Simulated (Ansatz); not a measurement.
Runs of Ansatz 0.2.0 on HPbNO4. The typed cell holds 7 atoms: a = 3.858 Å, b = 5.535 Å, c = 6.055 Å, α = 106.62°, β = 93.97°, γ = 90.45°. The cell was built by a generator and needn't be a form met in nature.

```csv
task,level,cell,k mesh,smearing,points for each segment of the path,gap on the mesh (eV),pressure (GPa),relaxed volume (Å³/atom),largest force (eV/Å)
band structure,revPBE,as given,7 × 5 × 5,fermi-dirac 0.05 eV,10,3.20,(b),-,0.27
band structure,PBE,as given,7 × 5 × 5,fermi-dirac 0.05 eV,10,3.16,0.0,-,0.01
relaxation of cell and atoms,PBE,relaxed,5 × 4 × 4,fermi-dirac 0.05 eV,-,3.14,0.0,17.65,0.01
phonons,PBE,as given,5 × 3 × 3,fixed,-,3.22,-,-,-
relaxation of cell and atoms,revPBE,relaxed,5 × 4 × 4,fermi-dirac 0.05 eV,-,(c),0.0,(a),0.01
```

Alike in all rows: potentials or basis Ansatz PAW; no spin polarisation; cutoff (eV) 420.

Question: Fill in the values left out.

Answer: (a) 19.38; (b) 1.6; (c) 3.25.

Caveats: spin-orbit coupling is left out, which as a rule narrows the gap of such compounds by several tenths of an eV; odd divisions of the mesh miss points on the zone boundary, where band edges often lie, so the gap on the mesh can be too wide (some runs); the PAW data sets come from PBE, with cores solved anew for the run's functional, which leaves a small shift of forces and pressure (some runs); the plane-wave basis is chosen anew once the cell has moved, so the energies of steps on either side of that aren't comparable (some runs).

A k mesh can miss the band edges, and the runs leave out spin-orbit coupling on Pb.
